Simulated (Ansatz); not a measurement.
# GaP: the cost of one run

Computed with Ansatz 0.2.0 (DFT r2SCAN, scalar-relativistic, plane waves, PAW, unless a step's input says otherwise).

1 further run of the same task is left out (set aside as unsound or not needed).

## 1. Starting point

The structure is cubic, space group F-43m (No. 216). Conventional cell: a = 5.451 Å, b = 5.451 Å, c = 5.451 Å, α = 90.00°, β = 90.00°, γ = 90.00°. Around Ga (site symmetry -43m) lie 4 P at 2.36 Å. Around P (site symmetry -43m) lie 4 Ga at 2.36 Å.

As a file:

```
Ga P
1.0
     0.00000    2.72525    2.72525
     2.72525    0.00000    2.72525
     2.72525    2.72525    0.00000
Ga P
1 1
Direct
  0.00000 0.00000 0.00000
  0.25000 0.25000 0.25000
```

It is the result of an earlier relaxation at this level (volume 20.24 Å³/atom; gap on the mesh: 1.89 eV).

## 2. Electronic structure at the relaxed geometry

The input, input.yaml:

```yaml
crystal:
  lattice:
    - [0.0, 2.72525, 2.72525]
    - [2.72525, 0.0, 2.72525]
    - [2.72525, 2.72525, 0.0]
  atoms:
    - { symbol: Ga, position: [0.0, 0.0, 0.0] }
    - { symbol: P, position: [0.25, 0.25, 0.25] }
basis:
  ecutwfc: 500
kpoints:
  mp_grid: { grid: [8, 8, 8] }
  band_path:
    path:
      - [[0.0, 0.0, 0.0], [-0.5, -0.5, 0.0], [-0.375, -0.375, 0.25]]
      - [[-0.375, 0.0, 0.375], [0.0, 0.0, 0.0], [0.0, 0.0, 0.5], [-0.5, -0.25, 0.25], [-0.5, -0.5, 0.0]]
    npoints: 14
hamiltonian:
  xc: r2scan
scf:
  occupations: { method: gaussian, width: 0.02 }
  n_extra_bands: 6
output:
  forces: true
  stress: true
  eigenvalues: true
  populations: true
  dos: { projected: true, de: 0.02, nscf_kmesh: { grid: [12, 12, 12] } }
  bader: true
  write_density: true
  write_potential: true
  elf: true
  volumetric_format: npy
```

Run with:

```
$ ansatz run input.yaml --threads 1 --pin off --max-ram 2560MiB --backend cpu --events-out ev --progress --plain --runs-dir out
```

**Question.** How long does this run take on 1 thread of Intel Xeon Platinum 8488C (Sapphire Rapids), shared host, and how much memory does it need?

About 28 s, with a peak of 0.47 GiB.
